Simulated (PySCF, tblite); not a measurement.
# CH11NSi3: a rotation path, then NMR shifts on frames, part 1 of 2

How do NMR shifts of CH11NSi3 (`N[Si@@H]([SiH3])C[SiH3]`) change as the atoms move?

The runs use tblite 0.8.0 and PySCF 2.14.0, with density-fitted response routines of our own; the level of theory stands in each step. All values are computed, except where a source is named. Atoms are numbered from 0 throughout.

## 1. The starting structure

16 atoms, charge 0, multiplicity 1; geometry from: GFN2-xTB.

Bonds of the start (Å): N0–Si1 1.73, Si1–Si2 2.30, Si1–C3 1.91, C3–Si4 1.90, N0–H5 1.01, N0–H6 1.01, Si1–H7 1.49, Si2–H8 1.47, Si2–H9 1.47, Si2–H10 1.47, C3–H11 1.09, C3–H12 1.09, Si4–H13 1.47, Si4–H14 1.46, Si4–H15 1.46.

## 2. A band between two rotamers with GFN2-xTB

Job settings and geometry (Å):

```
{"job": {"kind": "neb", "xc": "GFN2-xTB", "basis": "xTB", "atoms": [2, 1, 3, 4], "turn": 120}, "charge": 0, "multiplicity": 1}
N      0.814000    -1.684583    -0.515081
Si     0.689702    -0.462534     0.700917
Si     1.962605     1.331785     0.017757
C     -1.173719    -0.094741     0.855738
Si    -2.113387     0.222374    -0.760212
H      0.180328    -2.467677    -0.493989
H      1.725115    -1.994412    -0.810149
H      1.105740    -0.953178     2.042953
H      2.512131     2.067948     1.163121
H      1.243195     2.328597    -0.780357
H      3.128240     0.933992    -0.780869
H     -1.289057     0.775146     1.503473
H     -1.655654    -0.919377     1.382582
H     -3.504849     0.574221    -0.446012
H     -1.504155     1.332553    -1.495979
H     -2.127834    -0.981172    -1.595306
```

With the program's defaults for keys left out, this is: GFN2-xTB climbing-image nudged elastic band, gas phase.

Started as:

```console
$ OMP_NUM_THREADS=1 python probes_run.py task.json out
```

The driver reads the jobs from task.json and runs them one after another.

Log:

```text
image   E - E0 / eV
  0      -0.0000
  1       0.0125
  2       0.0300
  3       0.0431
  4       0.0465
  5       0.0401
  6       0.0275
  7       0.0136
  8       0.0031
```

Run time: 3.1 s. Hardware: 1 thread of Arm Neoverse V1, shared host; peak memory 0.18 GiB.

The final band, with the dihedral Si2–Si1–C3–Si4:

| image | dihedral (°) | energy (eV) | energy (kcal/mol) |
| --- | --- | --- | --- |
| 0 | 69 | 0.000 | 0.0 |
| 1 | 82 | 0.012 | 0.3 |
| 2 | 95 | 0.030 | 0.7 |
| 3 | 109 | 0.043 | 1.0 |
| 4 | 123 | 0.046 | 1.1 |
| 5 | 137 | 0.040 | 0.9 |
| 6 | 151 | 0.027 | 0.6 |
| 7 | 164 | 0.014 | 0.3 |
| 8 | 178 | 0.003 | 0.1 |

## 3. Shielding tensors: image 0, PBE0/pcSseg-1

Job settings and geometry (Å):

```
{"job": {"kind": "nmr", "xc": "PBE0", "basis": "pcSseg-1", "pop": false}, "charge": 0, "multiplicity": 1}
N      0.814000    -1.684600    -0.515100
Si     0.689700    -0.462500     0.700900
Si     1.962600     1.331800     0.017800
C     -1.173700    -0.094700     0.855700
Si    -2.113400     0.222400    -0.760200
H      0.180300    -2.467700    -0.494000
H      1.725100    -1.994400    -0.810100
H      1.105700    -0.953200     2.043000
H      2.512100     2.067900     1.163100
H      1.243200     2.328600    -0.780400
H      3.128200     0.934000    -0.780900
H     -1.289100     0.775100     1.503500
H     -1.655700    -0.919400     1.382600
H     -3.504800     0.574200    -0.446000
H     -1.504200     1.332600    -1.496000
H     -2.127800    -0.981200    -1.595300
```

With the program's defaults for keys left out, this is: GIAO PBE0/pcSseg-1 NMR shielding, non-relativistic, gas phase.

Log:

```text
coarse grid: 13840 points
cycle   1  E = -967.3619374953  dE =  7.057e-03  |g| = 5.031e-01  |ddm| = 3.453e+00
cycle   2  E = -967.3189032501  dE =  4.303e-02  |g| = 6.568e-01  |ddm| = 1.011e+00
cycle   3  E = -967.4189273917  dE = -1.000e-01  |g| = 4.798e-02  |ddm| = 6.695e-01
cycle   4  E = -967.4194023269  dE = -4.749e-04  |g| = 2.048e-02  |ddm| = 7.207e-02
cycle   5  E = -967.4194936374  dE = -9.131e-05  |g| = 6.070e-03  |ddm| = 2.238e-02
cycle   6  E = -967.4195033808  dE = -9.743e-06  |g| = 8.896e-04  |ddm| = 7.292e-03
final grid: 117072 points
cycle   7  E = -967.4428851764  dE = -1.712e-05  |g| = 6.659e-03  |ddm| = 1.854e-02
cycle   8  E = -967.4428764227  dE =  8.754e-06  |g| = 9.012e-03  |ddm| = 1.433e-02
cycle   9  E = -967.4428954655  dE = -1.904e-05  |g| = 3.891e-04  |ddm| = 8.193e-03
cycle  10  E = -967.4428954866  dE = -2.112e-08  |g| = 1.656e-04  |ddm| = 5.141e-04
cycle  11  E = -967.4428954929  dE = -6.298e-09  |g| = 4.465e-05  |ddm| = 1.855e-04
cycle  12  E = -967.4428954933  dE = -4.659e-10  |g| = 1.046e-05  |ddm| = 5.527e-05
converged SCF energy = -967.4428954933

GIAO shielding tensors (ppm)
atom      isotropic    diamagn.    paramagn.     s11        s22        s33       span
  0 N      253.832     317.571     -63.739    215.535    253.566    292.396     76.861
  1 Si     376.116     880.013    -503.897    342.591    362.971    422.787     80.196
  2 Si     471.561     880.955    -409.394    457.691    470.519    486.472     28.781
  3 C      195.055     258.340     -63.284    186.314    195.805    203.047     16.732
  4 Si     427.197     879.985    -452.787    404.540    410.484    466.568     62.028
  5 H       31.706      32.118      -0.412     23.778     29.047     42.294     18.517
  6 H       31.747      31.192       0.556     23.678     28.053     43.511     19.832
  7 H       26.022      29.388      -3.366     22.838     23.668     31.559      8.721
  8 H       28.486      29.126      -0.641     25.245     25.770     34.442      9.197
  9 H       28.260      29.801      -1.541     24.298     27.344     33.138      8.840
 10 H       28.402      29.327      -0.926     24.902     26.404     33.900      8.998
 11 H       32.002      32.352      -0.350     27.302     28.882     39.823     12.521
 12 H       31.323      31.680      -0.357     26.418     28.597     38.952     12.534
 13 H       27.674      28.751      -1.077     24.075     25.237     33.710      9.635
 14 H       27.658      29.839      -2.181     23.580     27.039     32.356      8.776
 15 H       27.667      29.739      -2.072     23.703     26.864     32.433      8.730
```

Run time: 16 s. Hardware: 1 thread of Arm Neoverse V1, shared host; peak memory 0.75 GiB.

Shifts follow as δ = σ(reference) − σ, with reference shieldings (ppm) from runs at the same level and on the same kind of geometry: 1H TMS 31.72, 13C TMS 186.9, 29Si TMS 349.2, 15N NH3 267.7. The references are single molecules in the gas phase, so shifts against H2O, NH3, PH3, H3PO4 or CFCl3 are not on the usual liquid scales and can be off by tens of ppm. Each atom is listed at this fixed geometry, with no averaging over motion; a spectrum would average atoms that exchange fast.

| atoms | environment | σ (ppm) | δ (ppm) |
| --- | --- | --- | --- |
| C3 | sp3 CH2 bonded to 2 Si | 195.1 | -8.1 |
| H7 | hydrogen on a silicon bonded to C, N, Si | 26.02 | 5.70 |
| H14 | hydrogen on a silicon bonded to C | 27.66 | 4.06 |
| H15 | hydrogen on a silicon bonded to C | 27.67 | 4.05 |
| H13 | hydrogen on a silicon bonded to C | 27.67 | 4.04 |
| H9 | hydrogen on a silicon bonded to Si | 28.26 | 3.46 |
| H10 | hydrogen on a silicon bonded to Si | 28.40 | 3.32 |
| H8 | hydrogen on a silicon bonded to Si | 28.49 | 3.23 |
| H12 | hydrogen on an sp3 CH2 bonded to 2 Si | 31.32 | 0.39 |
| H5 | hydrogen on a nitrogen bonded to Si | 31.71 | 0.01 |
| H6 | hydrogen on a nitrogen bonded to Si | 31.75 | -0.03 |
| H11 | hydrogen on an sp3 CH2 bonded to 2 Si | 32.00 | -0.29 |
| N0 | nitrogen bonded to Si, 2 H | 253.8 | 13.9 |
| Si1 | silicon bonded to C, N, Si, H | 376.1 | -27.0 |
| Si4 | silicon bonded to C, 3 H | 427.2 | -78.0 |
| Si2 | silicon bonded to Si, 3 H | 471.6 | -122.4 |

## 4. NMR shieldings: image 2, PBE0/pcSseg-1

Job settings and geometry (Å):

```
{"job": {"kind": "nmr", "xc": "PBE0", "basis": "pcSseg-1", "pop": false}, "charge": 0, "multiplicity": 1}
N      0.758700    -1.479200    -0.717200
Si     0.683700    -0.417700     0.643300
Si     2.116200     1.340500     0.214700
C     -1.151300     0.089700     0.811300
Si    -2.231100    -0.055600    -0.741500
H      0.061100    -2.195900    -0.833900
H      1.654200    -1.818200    -1.027300
H      1.038700    -1.111900     1.911700
H      2.702400     1.872200     1.451000
H      1.485300     2.499900    -0.424000
H      3.262400     0.980700    -0.629500
H     -1.190400     1.121200     1.164400
H     -1.608900    -0.503800     1.602700
H     -3.578000     0.449700    -0.445800
H     -1.651600     0.699300    -1.851500
H     -2.358800    -1.462000    -1.139600
```

With the program's defaults for keys left out, this is: GIAO PBE0/pcSseg-1 NMR shielding, non-relativistic, gas phase.

Log:

```text
coarse grid: 13840 points
cycle   1  E = -967.3607963936  dE =  4.156e-03  |g| = 5.016e-01  |ddm| = 3.457e+00
cycle   2  E = -967.3185913603  dE =  4.221e-02  |g| = 6.533e-01  |ddm| = 1.004e+00
cycle   3  E = -967.4173101396  dE = -9.872e-02  |g| = 4.828e-02  |ddm| = 6.604e-01
cycle   4  E = -967.4177886064  dE = -4.785e-04  |g| = 2.070e-02  |ddm| = 7.247e-02
cycle   5  E = -967.4178825644  dE = -9.396e-05  |g| = 6.018e-03  |ddm| = 2.237e-02
cycle   6  E = -967.4178921026  dE = -9.538e-06  |g| = 9.356e-04  |ddm| = 7.249e-03
final grid: 117072 points
cycle   7  E = -967.4419514797  dE = -1.504e-05  |g| = 6.877e-03  |ddm| = 1.658e-02
cycle   8  E = -967.4419422188  dE =  9.261e-06  |g| = 9.303e-03  |ddm| = 1.442e-02
cycle   9  E = -967.4419622973  dE = -2.008e-05  |g| = 4.118e-04  |ddm| = 8.362e-03
cycle  10  E = -967.4419623210  dE = -2.374e-08  |g| = 1.665e-04  |ddm| = 5.199e-04
cycle  11  E = -967.4419623273  dE = -6.341e-09  |g| = 4.619e-05  |ddm| = 1.915e-04
cycle  12  E = -967.4419623279  dE = -5.082e-10  |g| = 8.621e-06  |ddm| = 5.214e-05
converged SCF energy = -967.4419623279

GIAO shielding tensors (ppm)
atom      isotropic    diamagn.    paramagn.     s11        s22        s33       span
  0 N      254.800     317.744     -62.944    217.512    250.060    296.828     79.316
  1 Si     376.666     880.061    -503.396    343.528    363.383    423.085     79.557
  2 Si     468.101     880.736    -412.635    450.398    466.693    487.212     36.814
  3 C      197.060     258.746     -61.686    189.268    197.752    204.159     14.890
  4 Si     427.099     879.863    -452.763    405.741    411.811    463.746     58.004
  5 H       31.462      32.494      -1.032     23.097     29.393     41.895     18.798
  6 H       31.838      31.211       0.627     23.611     28.077     43.826     20.215
  7 H       26.031      29.396      -3.365     22.933     23.660     31.499      8.566
  8 H       28.450      29.026      -0.576     25.262     25.801     34.288      9.026
  9 H       28.388      29.758      -1.370     24.746     27.052     33.368      8.622
 10 H       28.374      29.230      -0.856     24.843     26.386     33.893      9.050
 11 H       31.755      32.758      -1.003     26.624     29.534     39.106     12.482
 12 H       31.328      31.657      -0.329     26.085     28.524     39.376     13.291
 13 H       27.641      28.601      -0.960     24.074     25.165     33.685      9.612
 14 H       27.634      29.624      -1.989     23.925     26.484     32.494      8.570
 15 H       27.865      29.885      -2.020     23.992     26.951     32.652      8.660
```

Run time: 15 s. Hardware: 1 thread of Arm Neoverse V1, shared host; peak memory 0.77 GiB.

This run: δ C3 -10.1, N0 12.9, Si1 -27.5, Si4 -77.9, H7 5.69, H14 4.08 ppm.

(Continued in part 2 of 2.)
